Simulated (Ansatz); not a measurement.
# SiNH3 (SMILES [N][SiH3]): UB3LYP/STO-3G

Aim: the electronic atomisation energy of SiNH3 at UB3LYP/STO-3G, from 4 runs. 

Program for the calculation: Ansatz 0.2.0.

51 further runs of the same task are left out: 5 that didn't finish, 46 set aside as unsound or not needed.

## Step 1: The system as given

SiNH3: 5 atoms, total charge 0, spin state triplet. As SMILES, `[N][SiH3]`. The shape is that of a GFN2-xTB optimisation.

Bond lengths: N1–Si2 1.655 Å, Si2–H3 1.476 Å, Si2–H4 1.476 Å, Si2–H5 1.476 Å. Angles: N1–Si2–H3 111.3°, N1–Si2–H4 111.1°, N1–Si2–H5 111.1°, H3–Si2–H4 107.7°, H3–Si2–H5 107.7°, H4–Si2–H5 107.7°.

## Step 2: The energy at UB3LYP/STO-3G

job.yaml reads:

```yaml
crystal:
  periodic: [false, false, false]
  atoms:
    - {symbol: N, position_ang: [-1.536630, 0.334330, 0.479510]}
    - {symbol: Si, position_ang: [0.010240, -0.002340, -0.003820]}
    - {symbol: H, position_ang: [0.064950, -0.313200, -1.445390]}
    - {symbol: H, position_ang: [0.555100, -1.162980, 0.727210]}
    - {symbol: H, position_ang: [0.906340, 1.144190, 0.242490]}
basis:
  gaussian: {orbitals: STO-3G}
total_charge: 0
magnetization: {spin_polarized: true, initial_magnetization: 2}
hamiltonian: {xc: {name: B3LYP}}
accuracy: high
```

The run is started by

```bash
ansatz run job.yaml --threads 1 --pin off --max-ram 2610MiB --events-out events.jsonl --progress --plain --runs-dir runs
```

Output:

```text
Warning: RAYON_NUM_THREADS=1 ignored (pool sized by the plan → 1); use --threads N
Functional definition: B3LYP
  name "B3LYP"
  parameter a0 = 0.2
  parameter ax = 0.72
  parameter ac = 0.81
  exchange = (1 - a0 - ax)*slater_x + ax*b88_x + a0*exact_x
  correlation = (1 - ac)*vwn_rpa_c + ac*lyp_c
291 factors; integrals over basis functions are off by at most 1.1e-8 eV
mean field evaluation 1: about -9300.6855 eV, gradient 1.3e1 eV
mean field evaluation 2: about -9301.3717 eV, gradient 9.9e0 eV
mean field evaluation 4: about -9302.1140 eV, gradient 2.9e-1 eV
mean field evaluation 8: about -9302.0819 eV, gradient 1.4e-3 eV
mean field evaluation 16: about -9302.0819 eV, gradient 8.1e-8 eV
mean field -9302.08188298 eV, -341.8452040221 hartree, gradient 8.0e-8 eV, S^2 2.004807; 0 other end points of the search recorded, 0 dependent functions left out
reference -9302.08190734 eV, -341.8452049172 hartree; 13, 11 occupied and 4, 6 virtual orbitals, 291 factors
Total energy: -9302.08190734 eV, -341.8452049172 hartree
```

Run time: 1.5 s. Hardware: 1 thread of Arm Neoverse V1, shared host; peak memory 0.12 GiB.

## Step 3: The H atom at the same level

in.yaml reads:

```yaml
crystal:
  periodic: [false, false, false]
  atoms:
    - symbol: H
      position_ang: [0.000000, 0.000000, 0.000000]
basis:
  gaussian:
    orbitals: STO-3G
magnetization:
  spin_polarized: true
  initial_magnetization: 1
hamiltonian:
  xc: {name: B3LYP}
accuracy: high
```

The run is started by

```bash
ansatz run in.yaml --threads 1 --pin off --max-ram 2610MiB --events-out events.jsonl --progress --plain --runs-dir runs
```

Output, cut to the lines that bear on the results:

```text
Warning: RAYON_NUM_THREADS=1 ignored (pool sized by the plan → 1); use --threads N
[... 7 set-up lines as earlier in the session ...]
1 factors; integrals over basis functions are off by at most 4.6e-10 eV
mean field evaluation 1: about -12.7222 eV, gradient 0.0e0 eV
mean field evaluation 2: about -12.7222 eV, gradient 0.0e0 eV
mean field -12.72219657 eV, -0.4675321004 hartree, gradient 0.0e0 eV, S^2 0.750000; 0 other end points of the search recorded, 0 dependent functions left out
reference -12.72220983 eV, -0.4675325880 hartree; 1, 0 occupied and 0, 1 virtual orbitals, 1 factors
Total energy: -12.72220983 eV, -0.4675325880 hartree
```

Wall time 0.08 s (1 thread of Arm Neoverse V1, shared host).

## Step 4: The N atom at the same level

job.yaml reads:

```yaml
crystal:
  periodic: [false, false, false]
  atoms:
    - symbol: N
      position_ang: [0.000000, 0.000000, 0.000000]
basis:
  gaussian: {orbitals: STO-3G}
magnetization: {spin_polarized: true, initial_magnetization: 3}
hamiltonian: {xc: {name: B3LYP}}
accuracy: high
```

The run is started by

```bash
ansatz run job.yaml --threads 1 --pin off --max-ram 2610MiB --events-out events.jsonl --progress --plain --runs-dir runs
```

Output, cut to the lines that bear on the results:

```text
Warning: RAYON_NUM_THREADS=1 ignored (pool sized by the plan → 1); use --threads N
[... 7 set-up lines as earlier in the session ...]
15 factors; integrals over basis functions are off by at most 1.1e-9 eV
mean field evaluation 1: about -1466.3181 eV, gradient 1.5e-9 eV
mean field evaluation 2: about -1466.3181 eV, gradient 1.7e-10 eV
mean field -1466.31807229 eV, -53.8861952506 hartree, gradient 0.0e0 eV, S^2 3.750000; 0 other end points of the search recorded, 0 dependent functions left out
reference -1466.31808614 eV, -53.8861957596 hartree; 5, 2 occupied and 0, 3 virtual orbitals, 15 factors
Total energy: -1466.31808614 eV, -53.8861957596 hartree
```

It took 0.18 s on 1 thread of Arm Neoverse V1, shared host.

## Step 5: The Si atom

input.yaml reads:

```yaml
crystal:
  periodic: [false, false, false]
  atoms:
    - {symbol: Si, position_ang: [0.000000, 0.000000, 0.000000]}
basis:
  gaussian: {orbitals: STO-3G}
magnetization: {spin_polarized: true, initial_magnetization: 2}
hamiltonian: {xc: {name: B3LYP}}
accuracy: high
```

The run is started by

```bash
ansatz run input.yaml --threads 1 --pin off --max-ram 2610MiB --events-out events.jsonl --progress --plain --runs-dir runs
```

Output, cut to the lines that bear on the results:

```text
Warning: RAYON_NUM_THREADS=1 ignored (pool sized by the plan → 1); use --threads N
[... 7 set-up lines as earlier in the session ...]
42 factors; integrals over basis functions are off by at most 2.5e-9 eV
mean field evaluation 1: about -7780.8809 eV, gradient 2.5e-1 eV
mean field evaluation 2: about -7780.8810 eV, gradient 1.3e-2 eV
mean field evaluation 4: about -7780.8806 eV, gradient 8.4e-4 eV
mean field evaluation 8: about -7780.8806 eV, gradient 5.0e-9 eV
mean field -7780.88062209 eV, -285.9420887916 hartree, gradient 5.0e-9 eV, S^2 2.000001; 0 other end points of the search recorded, 0 dependent functions left out
reference -7780.88064237 eV, -285.9420895369 hartree; 8, 6 occupied and 1, 3 virtual orbitals, 42 factors
Total energy: -7780.88064237 eV, -285.9420895369 hartree
```

It took 0.4 s on 1 thread of Arm Neoverse V1, shared host.

## Step 6: Outcome

Level: UB3LYP/STO-3G.

| quantity | value |
| --- | --- |
| molecule: total energy | -341.84520 Eh |
| molecule: ⟨S²⟩ | 2.005 |
| H atom: total energy | -0.46753 Eh |
| H atom: ⟨S²⟩ | 0.750 |
| N atom: total energy | -53.88620 Eh |
| N atom: ⟨S²⟩ | 3.750 |
| Si atom: total energy | -285.94209 Eh |
| Si atom: ⟨S²⟩ | 2.000 |
| electronic atomisation energy | 16.717 eV |

What this shows: Taking the molecule apart into free atoms costs 16.72 eV (1613 kJ/mol), before zero-point energy and without spin-orbit coupling. In a minimal basis such a difference can be off by several eV, whatever the method.
